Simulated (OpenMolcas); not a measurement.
**Cr²⁺ among point charges: CASSCF levels and susceptibility**

How does a field of 6 point charges split the states of Cr²⁺, and what χT follows?

Program: OpenMolcas 26.06. Level of theory: state-averaged CASSCF, spin-orbit coupling by RASSI with atomic mean-field integrals. These are calculated values, not measurements, unless marked.

1 further run of the same task is left out (it didn't finish).

**1. The atom as given**

```
Species                           : Cr²⁺ (chromium, Z = 24, 22 electrons)
Basis                             : ANO-RCC-VTZP [6s5p3d2f1g], 59 functions
Scalar Hamiltonian                : DKH2, point nucleus
Inactive shells                   : 1s 2s 2p 3s 3p
Active space                      : 4 electrons in 5 orbitals (3d)
Some configurations of this space : 3d4
Orbitals                          : optimised for each spin and parity, averaged over all roots
```

The outer shells:

3d4
```
3d [↑ ][↑ ][↑ ][↑ ][  ]
```

The ion sits among 6 point charges of -2 e arranged as a tetragonal octahedron (D4h), 1.86 Å from the ion, with the axial distance 1.637 Å. The active orbitals were held to one l.

The work runs as a chain of OpenMolcas steps in one folder; each step below is one input file. Labels, J, g values, rates, χT and fits are worked out afterwards by a script from the matrices that RASSI stores. The input lists half of the charges; inversion (Group=XYZ) makes the rest.

**2. GATEWAY and SEWARD: basis and integrals**

File a.inp:

```
&GATEWAY
Coord
1

Cr 0.0 0.0 0.0
Basis=ANO-RCC-VTZP
Group=XYZ
NoMove
AngMom=0.0 0.0 0.0
AMFI
XField
3 Angstrom 0
1.860000 0.000000 0.000000 -2.000000
0.000000 1.860000 0.000000 -2.000000
0.000000 0.000000 1.636800 -2.000000
&SEWARD
```

Command:

```console
> OMP_NUM_THREADS=1 MOLCAS_MEM=1689 MOLCAS_PROJECT=a pymolcas a.inp > a.log
```

**3. Reference wave functions, quintets of even parity, 5 roots**

File a.inp:

```
&RASSCF
FileOrb=start.orb
Symmetry=1
Spin=5
nActEl=4 0 0
Inactive=3 6
Ras2=5 0
CIRoot=5 5 1
SDav=5
CIMx=300
Iter=120 100
PrWF=0.3
OrbListing=Nothing
MaxOrb=0
SupSym
1
15 4 5 6 7 8 12 13 14 15 16 17 18 19 20 21
0
>>> COPY $Project.JobIph JOB001
```

start.orb holds the contracted functions of the basis, ordered by shell, or the orbitals of the step before.

**4. Reference wave functions, triplets of even parity, 45 roots**

File a.inp:

```
&RASSCF
FileOrb=start.orb
Symmetry=1
Spin=3
nActEl=4 0 0
Inactive=3 6
Ras2=5 0
CIRoot=45 45 1
SDav=45
CIMx=300
Iter=120 100
PrWF=0.3
OrbListing=Nothing
MaxOrb=0
SupSym
1
15 4 5 6 7 8 12 13 14 15 16 17 18 19 20 21
0
>>> COPY $Project.JobIph JOB002
```

**5. CASSCF: singlets of even parity, 50 roots**

File a.inp:

```
&RASSCF
FileOrb=start.orb
Symmetry=1
Spin=1
nActEl=4 0 0
Inactive=3 6
Ras2=5 0
CIRoot=50 50 1
SDav=50
CIMx=300
Iter=120 100
PrWF=0.3
OrbListing=Nothing
MaxOrb=0
SupSym
1
15 4 5 6 7 8 12 13 14 15 16 17 18 19 20 21
0
LevShft=1.5
>>> COPY $Project.JobIph JOB003
```

**6. RASSI: spin-orbit coupling between the states**

File a.inp:

```
&RASSI
NrOfJobIphs=3 5 45 50
1 2 3 4 5
1 2 3 4 5 6 7 8 9 10 11 12 13 14 15 16 17 18 19 20 21 22 23 24 25 26 27
28 29 30 31 32 33 34 35 36 37 38 39 40 41 42 43 44 45
1 2 3 4 5 6 7 8 9 10 11 12 13 14 15 16 17 18 19 20 21 22 23 24 25 26 27
28 29 30 31 32 33 34 35 36 37 38 39 40 41 42 43 44 45 46 47 48 49 50
IphNames
JOB001
JOB002
JOB003
EJob
SpinOrbit
DIPRint=1.0
SOCoupling=1000.0
Subsets=2
Property=9
'ANGMOM' 1 'ANGMOM' 2 'ANGMOM' 3 'MLTPL  1' 1 'MLTPL  1' 2 'MLTPL  1' 3
'AMFI' 1 'AMFI' 2 'AMFI' 3
SOProperty=3
'ANGMOM' 1 'ANGMOM' 2 'ANGMOM' 3
```

Q: Predict the outcome of this session. Wanted: spin-free ground state; first state of the same spin within the active space; lowest level; next level.

**Answer**, as computed:

```
                                            quantity                            value
                                              method                           CASSCF
                              spin-free ground state  5A1, 1-fold in its orbital part
first state of the same spin within the active space                 5B1 at 9130 cm⁻¹
                                        lowest level                        1-fold A1
                                          next level                         2.2 cm⁻¹
                                         χT at 300 K                   2.98 cm³ K/mol
                           effective moment at 300 K                          4.88 μB
```

**Reading.** The spin-free ground state (5A1) comes to 100 % from free-ion D terms and keeps the highest spin of the shell. χT at 300 K is 2.98, against 3.01 cm³ K/mol for the spin alone; near agreement at one temperature doesn't show that the orbital moment is quenched. An active space of the d shell alone favours high spin; real ions in strong fields can be low spin. The field of point charges can differ much from that of real complexes. With metal d orbitals alone active, the gaps between spin states are rough; where two lie within a few thousand cm-1, their order is open. Point charges carry no covalency, so the field is a model and not that of real ligands.
